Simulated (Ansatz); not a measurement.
# CH8N2OSi2: the cost of one run

All numbers below are computed with Ansatz 0.2.0 (RKS PBE/def2-SVP).

## Step 1: The system as given

Bond lengths: N1–Si2 1.644 Å, Si2–N3 1.672 Å, N3–C4 1.543 Å, C4–Si5 1.915 Å, Si2–O6 1.633 Å, C4–O6 1.489 Å, N1–H7 1.024 Å, N1–H8 0.949 Å, Si2–H9 1.490 Å, N3–H10 1.026 Å, C4–H11 1.142 Å, Si5–H12 1.453 Å, Si5–H13 1.502 Å, Si5–H14 1.489 Å. Angles (14 of 25 angles, heavy atoms first): N1–Si2–N3 99.7°, N1–Si2–O6 109.4°, N3–Si2–O6 80.8°, Si2–N3–C4 91.5°, N3–C4–Si5 119.9°, N3–C4–O6 89.9°, Si5–C4–O6 117.5°, Si2–O6–C4 95.1°, N1–Si2–H9 124.8°, N3–Si2–H9 112.2°, O6–Si2–H9 118.9°, Si2–N1–H7 105.8°, Si2–N1–H8 110.2°, Si2–N3–H10 104.1°.

Coordinates:

```xyz
14

N    -2.6094    0.0685    0.5259
Si   -1.2554    0.9986    0.5837
N    -0.4864    0.4650   -0.8023
C     0.3829   -0.5188    0.0086
Si    2.2622   -0.6428   -0.3377
O    -0.0421    0.1483    1.2701
H    -2.8519   -0.0088   -0.4662
H    -2.4239   -0.8020    0.8566
H    -1.2483    2.4846    0.6963
H     0.1297    1.2433   -1.0625
H    -0.1018   -1.5531   -0.0098
H     2.5386   -1.2233   -1.6411
H     2.7866    0.7646   -0.3254
H     2.9063   -1.4533    0.7328
```

## Step 2: Relaxing end A

input.yaml reads:

```yaml
crystal:
  periodic: [false, false, false]
  atoms:
    - { symbol: "N", position_ang: [-2.6094, 0.0685, 0.5259] }
    - { symbol: Si, position_ang: [-1.2554, 0.9986, 0.5837] }
    - { symbol: "N", position_ang: [-0.4864, 0.465, -0.8023] }
    - { symbol: C, position_ang: [0.3829, -0.5188, 0.0086] }
    - { symbol: Si, position_ang: [2.2622, -0.6428, -0.3377] }
    - { symbol: O, position_ang: [-0.0421, 0.1483, 1.2701] }
    - { symbol: H, position_ang: [-2.8519, -0.0088, -0.4662] }
    - { symbol: H, position_ang: [-2.4239, -0.802, 0.8566] }
    - { symbol: H, position_ang: [-1.2483, 2.4846, 0.6963] }
    - { symbol: H, position_ang: [0.1297, 1.2433, -1.0625] }
    - { symbol: H, position_ang: [-0.1018, -1.5531, -0.0098] }
    - { symbol: H, position_ang: [2.5386, -1.2233, -1.6411] }
    - { symbol: H, position_ang: [2.7866, 0.7646, -0.3254] }
    - { symbol: H, position_ang: [2.9063, -1.4533, 0.7328] }
basis:
  gaussian: { orbitals: def2-SVP }
hamiltonian:
  xc: pbe
relax:
  f_tol: 0.015
  max_steps: 40
```

Launch:

```
$ ansatz run input.yaml --threads 2 --pin off --max-ram 3072MiB --backend cpu --events-out ev --progress --plain --runs-dir out
```

What time and memory should one allow on 2 threads of AMD EPYC 7R13 (Zen 3), shared host?

About 49 s, with a peak of 0.2 GiB.
